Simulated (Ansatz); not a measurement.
# AlCl2F (SMILES [F][Al]([Cl])[Cl]) at wB97M-V/def2-SVPD

Aim: the electronic atomisation energy of AlCl2F at wB97M-V/def2-SVPD, from 4 runs. 

Program for the calculation: Ansatz 0.2.0.

41 further runs of the same task are left out: 41 set aside as unsound or not needed.

**1. The structure to begin with**

The species is AlCl2F (4 atoms), meant as a singlet with charge 0. SMILES: `[F][Al]([Cl])[Cl]`. The shape is that of a PBE0-D4/def2-TZVP optimisation.

Bond lengths: F1–Al2 1.633 Å, Al2–Cl3 2.065 Å, Al2–Cl4 2.065 Å. Angles: F1–Al2–Cl3 119.2°, F1–Al2–Cl4 119.2°, Cl3–Al2–Cl4 121.5°.

**2. A single-point energy at wB97M-V/def2-SVPD**

Input file run.yaml:

```yaml
crystal:
  periodic: [false, false, false]
  atoms:
    - symbol: F
      position_ang: [0.087420, 0.388220, 1.682350]
    - symbol: Al
      position_ang: [0.004800, 0.021530, 0.093600]
    - symbol: Cl
      position_ang: [1.223040, -1.463690, -0.663450]
    - symbol: Cl
      position_ang: [-1.315270, 1.053930, -1.112510]
basis:
  gaussian:
    orbitals: def2-SVPD
hamiltonian:
  xc: {name: wB97M-V}
accuracy: high
output:
  orbitals: {seedname: orbitals}
```

On the command line:

```console
$ ansatz run run.yaml --threads 1 --pin off --max-ram 3480MiB --events-out events.jsonl --progress --plain --runs-dir runs
```

The program printed:

```text
Warning: RAYON_NUM_THREADS=1 ignored (pool sized by the plan → 1); use --threads N
Functional definition: wB97M-V
  name "wB97M-V"
  parameter omega = 0.3/bohr
  parameter cx = 0.15
  parameter cx01 = 1.007
  parameter cx10 = 0.259
  parameter css00 = 0.443
  parameter css04 = -1.437
  parameter css10 = -4.535
  parameter css20 = -3.390
  parameter css43 = 4.278
  parameter cos00 = 1.000
  parameter cos10 = 1.358
  parameter cos20 = 2.924
  parameter cos21 = -8.812
  parameter cos60 = -1.390
  parameter cos61 = 9.142
  parameter b = 6.0
  parameter c = 0.01
  gx(w, u) = 1 - cx + cx01*u + cx10*w
  gss(w, u) = css00 + css04*u^4 + css10*w + css20*w^2 + css43*w^4*u^3
  gos(w, u) = cos00 + cos10*w + (cos20 + cos21*u)*w^2 + (cos60 + cos61*u)*w^6
  exchange = spin_sum(e_x_unif_sr(omega)*gx(b97_w, b97_u_x)) + cx*exact_x_sr(omega) + exact_x_lr(omega)
  correlation = spin_sum(e_c_pw_mod_same_spin*gss(b97_w, b97_u_same))
      + integral(e_c_pw_mod_opposite_spin*gos(b97_w_opposite, b97_u_opposite)) + vv10(b, c)
1837 factors; integrals over basis functions are off by at most 3.0e-9 eV
491 factors; integrals over basis functions are off by at most 1.7e-9 eV
mean field evaluation 1: about -34348.9760 eV, gradient 3.6e1 eV
mean field evaluation 2: about -34348.7543 eV, gradient 4.3e1 eV
mean field evaluation 4: about -34351.5242 eV, gradient 1.0e0 eV
mean field evaluation 8: about -34351.5882 eV, gradient 6.5e-2 eV
mean field evaluation 16: about -34351.5883 eV, gradient 3.8e-5 eV
mean field -34351.58825432 eV, -1262.3975840033 hartree, gradient 9.9e-8 eV, S^2 0.000000; 0 other end points of the search recorded, 0 dependent functions left out
reference -34351.58825874 eV, -1262.3975841658 hartree; 28, 28 occupied and 73, 73 virtual orbitals, 1837 factors
Total energy: -34351.58825874 eV, -1262.3975841658 hartree
```

Run time: 43 s. Hardware: 1 thread of Intel Xeon Platinum 8375C at 2.90GHz (Ice Lake), shared host; peak memory 0.64 GiB.

**3. The Al atom, same level**

Input file in.yaml:

```yaml
crystal:
  periodic: [false, false, false]
  atoms:
    - {symbol: Al, position_ang: [0.000000, 0.000000, 0.000000]}
basis:
  gaussian:
    orbitals: def2-SVPD
magnetization:
  spin_polarized: true
  initial_magnetization: 1
hamiltonian:
  xc: {name: wB97M-V}
accuracy: high
```

On the command line:

```console
$ ansatz run in.yaml --threads 1 --pin off --max-ram 3480MiB --events-out events.jsonl --progress --plain --runs-dir runs
```

The program printed:

```text
Warning: RAYON_NUM_THREADS=1 ignored (pool sized by the plan → 1); use --threads N
[... 19 set-up lines as earlier in the session ...]
  gx(w, u) = 1 - cx + cx01*u + cx10*w
  gss(w, u) = css00 + css04*u^4 + css10*w + css20*w^2 + css43*w^4*u^3
  gos(w, u) = cos00 + cos10*w + (cos20 + cos21*u)*w^2 + (cos60 + cos61*u)*w^6
[... 2 set-up lines as earlier in the session ...]
      + integral(e_c_pw_mod_opposite_spin*gos(b97_w_opposite, b97_u_opposite)) + vv10(b, c)
202 factors; integrals over basis functions are off by at most 1.9e-9 eV
110 factors; integrals over basis functions are off by at most 6.9e-10 eV
mean field evaluation 1: about -6592.2985 eV, gradient 1.3e0 eV
mean field evaluation 2: about -6592.3301 eV, gradient 3.9e-1 eV
mean field evaluation 4: about -6592.3346 eV, gradient 7.2e-2 eV
mean field evaluation 8: about -6592.3347 eV, gradient 1.2e-4 eV
mean field evaluation 16: about -6592.3347 eV, gradient 1.3e-7 eV
mean field -6592.33474124 eV, -242.2638332956 hartree, gradient 4.1e-8 eV, S^2 0.751057; 0 other end points of the search recorded, 0 dependent functions left out
reference -6592.33474369 eV, -242.2638333855 hartree; 7, 6 occupied and 17, 18 virtual orbitals, 202 factors
Total energy: -6592.33474369 eV, -242.2638333855 hartree
```

Wall time 4.5 s (1 thread of Intel Xeon Platinum 8375C at 2.90GHz (Ice Lake), shared host); peak memory 0.3 GiB.

**4. The Cl atom**

Input file job.yaml:

```yaml
crystal:
  periodic: [false, false, false]
  atoms:
    - {symbol: Cl, position_ang: [0.000000, 0.000000, 0.000000]}
basis:
  gaussian:
    orbitals: def2-SVPD
accuracy: high
hamiltonian:
  xc: {name: wB97M-V}
total_charge: 0
magnetization:
  spin_polarized: true
  initial_magnetization: 1
```

Run the same way, it converges to -459.97795 Eh (log not shown).

**5. The F atom at the same level**

Input file molecule.yaml:

```yaml
crystal:
  periodic: [false, false, false]
  atoms:
    - {symbol: F, position_ang: [0.000000, 0.000000, 0.000000]}
basis:
  gaussian: {orbitals: def2-SVPD}
magnetization: {spin_polarized: true, initial_magnetization: 1}
hamiltonian: {xc: {name: wB97M-V}}
accuracy: high
```

Run the same way, it converges to -99.62701 Eh (log not shown).

**6. Summary of results**

Level: wB97M-V/def2-SVPD.

| quantity | value |
| --- | --- |
| molecule: total energy | -1262.39758 Eh |
| molecule: HOMO energy | -12.03 eV |
| molecule: LUMO energy | -0.24 eV |
| molecule: HOMO–LUMO gap | 11.79 eV |
| Al atom: total energy | -242.26383 Eh |
| Al atom: ⟨S²⟩ | 0.751 |
| Cl atom: total energy | -459.97795 Eh |
| Cl atom: ⟨S²⟩ | 0.752 |
| F atom: total energy | -99.62701 Eh |
| F atom: ⟨S²⟩ | 0.752 |
| electronic atomisation energy | 14.989 eV |

In words: Taking the molecule apart into free atoms costs 14.99 eV (1446 kJ/mol), before zero-point energy and without spin-orbit coupling.
